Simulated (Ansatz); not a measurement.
# NbAs: the cost of one run

Computed with Ansatz 0.2.0 (DFT PBE, scalar-relativistic, plane waves, PAW, and further levels as typed in the inputs, unless a step's input says otherwise).

### 1 Starting point

Symmetry: I4_1md, No. 109, tetragonal system. Conventional cell: a = 3.452 Å, b = 3.452 Å, c = 11.680 Å, α = 90.00°, β = 90.00°, γ = 90.00°. Around Nb (site symmetry 2mm) lie 6 As at 2.60 to 2.63 Å. Around As (site symmetry 2mm) lie 6 Nb at 2.60 to 2.63 Å.

Structure file:

```cif
data_structure
_symmetry_space_group_name_H-M 'P 1'
_symmetry_Int_Tables_number 1
_cell_length_a 6.3295
_cell_length_b 6.3295
_cell_length_c 6.3295
_cell_angle_alpha 148.354
_cell_angle_beta 148.354
_cell_angle_gamma 45.363
_cell_volume 69.58
loop_
_atom_site_label
_atom_site_type_symbol
_atom_site_fract_x
_atom_site_fract_y
_atom_site_fract_z
_atom_site_occupancy
Nb1 Nb 0.00000 0.00000 0.00000 1
Nb2 Nb 0.75000 0.25000 0.50000 1
As1 As 0.41600 0.41600 0.00000 1
As2 As 0.16600 0.66600 0.50000 1
```

The structure rests on an entry of the Crystallography Open Database; cell or positions may have been set otherwise for this series.

### 2 Relaxing cell and atoms: NbAs, no spin

input.yaml reads:

```yaml
crystal:
  lattice:
    - [-1.72585, 1.72585, 5.84]
    - [1.72585, -1.72585, 5.84]
    - [1.72585, 1.72585, -5.84]
  atoms:
    - { symbol: Nb, position: [0.0, 0.0, 0.0] }
    - { symbol: Nb, position: [0.75, 0.25, 0.5] }
    - { symbol: As, position: [0.416, 0.416, 0.0] }
    - { symbol: As, position: [0.166, 0.666, 0.5] }
scf:
  occupations: { method: gaussian, width: 0.05 }
output:
  forces: true
  stress: true
hamiltonian:
  xc: pbe
kpoints:
  mp_grid: { grid: [14, 14, 14] }
relax:
  f_tol: 0.003
  cell: { stress_tol: 0.03 }
```

Started as:

```console
$ ansatz run input.yaml --threads 8 --pin off --max-ram 20480MiB --backend cpu --events-out ev --progress --plain --runs-dir out
```

Q: Estimate wall time and peak memory on 8 threads of Intel Xeon Platinum 8375C at 2.90GHz (Ice Lake), shared host.

About 25 s, with a peak of 0.84 GiB.
